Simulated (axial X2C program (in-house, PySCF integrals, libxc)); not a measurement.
# A two-component session on HgSr: properties at the nuclei

Aim: properties at the nuclei of HgSr, with spin–orbit coupling in the Hamiltonian from the start.

Computed with an in-house X2C program for linear molecules on PySCF integrals. Level: two-component X2C with atomic mean-field terms, Hg dyall-cv3z, Sr dyall-cv3z.

All values are calculated.

## Step 1: The job

task.json

```json
{"zs": [80, 38], "q": 0, "bas": ["dyall-cv3z", "dyall-cv3z"], "r0": 3.18, "levels": ["PBE0", "HF", "BP86", "TPSSh", "BHandHLYP"], "nst": 2}
```

Keys: zs atomic numbers; q charge; bas basis sets; r0 starting distance in Å; levels methods (HF also brings MP2); nst determinants followed.

Started as:

```sh
> python soeom.py task.json out
```

After this run come: Expectation values, lowest determinant; Expectation values, a higher determinant.

Q: Predict the outcome of this session. Wanted: lowest determinant; qzz Hg; qzz Sr; μ; higher determinant; Eeff magnitude; Ws magnitude Hg; A∥/gI Hg (for each run or level that gives them).

**Answer**, as computed:

| quantity | value |
| --- | --- |
| lowest determinant | Ω = 0 (closed shell) |
| qzz Hg (a.u.), PBE0 | -1.09 |
| qzz Sr (a.u.), PBE0 | -0.13 |
| μ (D), PBE0 | 0.19 |
| higher determinant | Ω = 1 (excess of +ω over −ω: 2 × ω = 1/2) |
| Eeff magnitude (GV/cm), PBE0, higher determinant | 55.9 |
| Ws magnitude Hg (kHz), PBE0, higher determinant | 65.8 |
| A∥/gI Hg (MHz), PBE0, higher determinant | 1210 |
| qzz Hg (a.u.), PBE0, higher determinant | -4.24 |

**Reading.** The expectation values come from single determinants, which for open shells can mix terms of unlike spin or miss the lowest Ω, so a determinant need not be a state. Eeff is the effective electric field on the electron dipole moment in this Ω state and Ws the scalar–pseudoscalar constant (defined with the proton number Z and per Ω); A∥ is the parallel hyperfine constant, which follows by multiplying with the nuclear g factor gI = μI/(I μN); qzz is the electric field gradient, eQq0 = 234.96 MHz × Q/barn × qzz; μ is positive if Sr is the positive end. The operators were transformed with the bare-nucleus X2C matrices.
